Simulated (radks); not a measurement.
# Ionising mercury step by step, Hg⁵⁵⁺ to Hg⁶²⁺

One table from this session's results is given with a row withheld; the runs are named, their logs left out.

Method: non-relativistic Kohn-Sham, PBE, spin-unpolarised, spherical densities, point nucleus. Code: radks (a radial shooting solver on a logarithmic mesh, Libxc functionals) version 1.

### Starting point

```
element             : mercury (Z = 80)
charges             : 55 to 62
first configuration : [Ar] 3d7
last configuration  : [Ar]
```

The outer shells:

Hg⁵⁵⁺
```
[Ar] core
3d [↑↓][↑↓][↑ ][↑ ][↑ ]
```

Hg⁶²⁺
```
[Ne] core
3s [↑↓]
3p [↑↓][↑↓][↑↓]
```

Set-up of the first run:

Settings of this run:

```text
Z 80
configuration [Ar] 3d7 4s0 4p0
relativity non-relativistic
functional pbe,pbe
spin unpolarised
nucleus point
```

Among the steps run: Hg⁵⁵⁺, [Ar] 3d7; Hg⁵⁶⁺, [Ar] 3d6; Hg⁵⁷⁺, [Ar] 3d5; Hg⁵⁸⁺, [Ar] 3d4; Hg⁵⁹⁺, [Ar] 3d3; Hg⁶⁰⁺, [Ar] 3d2; Hg⁶¹⁺, [Ar] 3d1; Hg⁶²⁺, [Ar].

One table of the session follows, with a row left open; its other results are not shown here.

| species | Δ-SCF (eV) | −ε(HOMO) (eV) |
| --- | --- | --- |
| Hg⁵⁵⁺ | 5509.5 | 5436.9 |
| Hg⁵⁶⁺ | 5655.7 | 5582.4 |
| Hg⁵⁷⁺ | 5803.1 | 5729.2 |
| Hg⁵⁸⁺ | ? | ? |
| Hg⁵⁹⁺ | 6101.9 | 6026.7 |
| Hg⁶⁰⁺ | 6253.2 | 6177.4 |
| Hg⁶¹⁺ | 6405.5 | 6329.2 |

Estimate the missing values for Hg⁵⁸⁺.

The run gave: Δ-SCF (eV): 5951.9; −ε(HOMO) (eV): 5877.3. In the column «Δ-SCF (eV)» it lies between Hg⁵⁷⁺ (5803.1) and Hg⁵⁹⁺ (6101.9).

Minus the highest eigenvalue gives 99 to 99 % of the Δ-SCF value along the ladder. Relativity is left out here, which matters for elements this heavy. Spin polarisation and multiplet splitting are left out, so open shells lie too high by an amount that depends on their filling.
